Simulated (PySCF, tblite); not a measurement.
**C6H9FGeO2: geometry, infrared bands and NMR shifts**

Wanted: the infrared bands and NMR shifts of C6H9FGeO2 (`O=CO[C@H]1CC(CF)=[CH][GeH2]1`), by calculation.

Computed with tblite 0.8.0 and PySCF 2.14.0, with density-fitted response routines of our own, on a single molecule in the gas phase. Atoms are numbered from 0 throughout.

## Step 1: The starting structure

19 atoms, charge 0, multiplicity 1; geometry from: force field or distance geometry start.

Bonds of the start (Å): O0–C1 1.27, C1–O2 1.36, O2–C3 1.42, C3–C4 1.48, C4–C5 1.44, C5–C6 1.52, C6–F7 1.36, C5–C8 1.32, C8–Ge9 1.94, Ge9–C3 1.96, C1–H10 1.09, C3–H11 1.11, C4–H12 1.13, C4–H13 1.12, C6–H14 1.11, C6–H15 1.10, C8–H16 1.10, Ge9–H17 1.53, Ge9–H18 1.53.

## Step 2: Optimising the geometry with GFN2-xTB

What the job is given:

```
{"job": {"kind": "relax", "xc": "GFN2-xTB", "basis": "xTB"}, "charge": 0, "multiplicity": 1}
O      3.274600    -1.034800    -1.565700
C      3.343500    -0.562300    -0.393800
O      2.291100    -0.068300     0.315500
C      1.011800    -0.041400    -0.293200
C     -0.089300    -0.668400     0.471300
C     -1.400700    -0.109600     0.302600
C     -2.682000    -0.857100     0.622600
F     -3.747400    -0.056700     0.374000
C     -1.441600     1.126800    -0.147300
Ge     0.351900     1.799200    -0.455100
H      4.333100    -0.591400     0.053000
H      1.013900    -0.472700    -1.311000
H     -0.083500    -1.781800     0.301300
H      0.196700    -0.592800     1.554500
H     -2.709100    -1.134500     1.694800
H     -2.746600    -1.753300    -0.004600
H     -2.304400     1.774300    -0.350100
H      0.556400     2.334400    -1.868800
H      0.821900     2.699800     0.692600
```

Run with:

```sh
$ OMP_NUM_THREADS=1 python probes_run.py task.json out
```

The driver reads the jobs from task.json and runs them one after another.

**Question.** This job is followed by: GFN2-xTB harmonic vibrations, gas phase; GIAO PBE0/pcSseg-1 NMR shielding, non-relativistic, gas phase. Predict these results of the whole session: strongest single infrared mode (GFN2-xTB); zero-point energy (GFN2-xTB); ¹³C shifts against TMS (PBE0/pcSseg-1); ¹H shifts against TMS (PBE0/pcSseg-1); ¹⁷O shifts against H2O (PBE0/pcSseg-1); ¹⁹F shifts against CFCl3 (PBE0/pcSseg-1); ⁷³Ge shifts against GeMe4 (PBE0/pcSseg-1).

As calculated:

| quantity | value |
| --- | --- |
| strongest single infrared mode (GFN2-xTB) | 2050 cm⁻¹, 403 km/mol |
| zero-point energy (GFN2-xTB) | 84.0 kcal/mol |
| ¹³C shifts against TMS (PBE0/pcSseg-1) | 169.3, 159.1, 127.9, 88.3, 69.2, 38.3 ppm |
| ¹H shifts against TMS (PBE0/pcSseg-1) | 8.16, 6.54, 5.21, 5.16, 5.06, 4.81, 4.18, 2.73, 2.47 ppm |
| ¹⁷O shifts against H2O (PBE0/pcSseg-1) | 433.7, 228.2 ppm |
| ¹⁹F shifts against CFCl3 (PBE0/pcSseg-1) | -255.0 ppm |
| ⁷³Ge shifts against GeMe4 (PBE0/pcSseg-1) | -106 ppm |

In words: Over 157 steps the energy fell by 1.103 eV; of the close pairs, C4–C5 changed most, 1.435 to 1.510 Å. No mode is imaginary among the 51: a minimum at this level. The strongest single mode, at 2050 cm⁻¹, moves mainly H17. Unscaled tight-binding wavenumbers are off by several per cent, some by more. Its intensities can rank the bands wrongly. At PBE0/pcSseg-1: The largest span, 689 ppm, is at O0, where the paramagnetic term is -503 ppm. Spin-orbit coupling is left out, which matters for shieldings and couplings at and beside the heavy atoms.
